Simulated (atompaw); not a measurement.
# Zn: generating and testing a PAW (atompaw) potential

Aim: build the potential from the settings below, then test how well it stands in for the atom: scattering, ghost states and the plane-wave cutoff that it needs.

Program: atompaw 4.2.0.5. Reference atom: PBEsol, scalar-relativistic, spherical and spin-unpolarised. All values are calculated.

**1. Starting point**

Typed settings, in words:

```json
{
 "element": "zinc (Zn, Z = 30)",
 "type": "PAW",
 "frozen core": "[Ar]",
 "valence charge": "12",
 "reference configuration": "3d10 4s2 4p0",
 "partial waves": "4s (bound): rc 2.00 bohr; 4s channel at 4.1 Ry: rc 2.05 bohr; 4p (bound, empty): rc 2.05 bohr; 4p channel at 0.7 Ry: rc 2.05 bohr; 3d (bound): rc 1.05 bohr; 3d channel at -0.1 Ry: rc 1.05 bohr",
 "local potential": "bessel scheme, radius 1.90 bohr",
 "core correction": "smooth core density matched at 2.05 bohr",
 "augmentation charge": "sinc compensation charge, radius 1.90 bohr; PAW radius 2.05 bohr; waves and projectors: custom rrkj gramschmidtortho"
}
```

The outer shells as boxes (Hund's rule for the drawing; the calculation is spin-unpolarised):

```
[Ar] core
3d [↑↓][↑↓][↑↓][↑↓][↑↓]
4s [↑↓]
4p [  ][  ][  ]
```

An earlier all-electron run gives the scale for the radii.

All-electron outer shells of the reference configuration (PBEsol, scalar-relativistic, ld1.x):

| shell | level (eV) | outermost node (bohr) | outermost maximum (bohr) |
| --- | --- | --- | --- |
| 3s | -128.92 | 0.28 | 0.59 |
| 3p | -83.26 | 0.25 | 0.59 |
| 3d | -10.17 | – | 0.56 |
| 4s | -6.00 | 0.85 | 2.09 |
| 4p | -1.07 | 0.92 | 3.04 |

**2. The generation run**

Zn.input

```
Zn 30
GGA-PBESOL scalarrelativistic loggrid 1500 logderivrange -3 5 201
4 4 3 0 0 0
4 1 0
0 0 0
c
c
c
v
c
c
v
v
2
2.05 1.90 1.90 2.05
y
4.1
n
y
0.7
n
y
-0.1
n
custom rrkj gramschmidtortho sinc
bessel
2.00
2.05
2.05
2.05
1.05
1.05
PWSCFOUT
UPFDX 0.0125d0 UPFXMIN -7.d0 UPFZMESH 30.d0
END
```

Run with:

```
$ atompaw < Zn.input > Zn.log
```

What does the calculation give? Wanted: cutoffs for 10 and 1 mRy, occupied levels; bound ghosts; largest phase difference near zero energy, channels read; lowest eigenvalue of the overlap; share of valence orbitals outside the PAW sphere; UPF file.

The runs gave:

```
                                                quantity                     value
               cutoffs for 10 and 1 mRy, occupied levels         140 Ry and 230 Ry
                                            bound ghosts                none found
largest phase difference near zero energy, channels read                 0.000 rad
         lowest eigenvalue of the overlap (Bessel basis)                 0.633 (s)
        share of valence orbitals outside the PAW sphere  4s 68 %, 4p 91 %, 3d 4 %
                                                UPF file                   written
```

What this shows: It counts as very hard, with 140 Ry needed at the looser tolerance. The slowest occupied level is 3d: taken alone it needs 140 Ry to come within 1 mRy, against 8 Ry for 4s. It is free of bound ghosts as far as tested. Near zero energy the phases of the channels with partial waves agree within 0.001 rad. All of this concerns the isolated atom, not yet a solid.
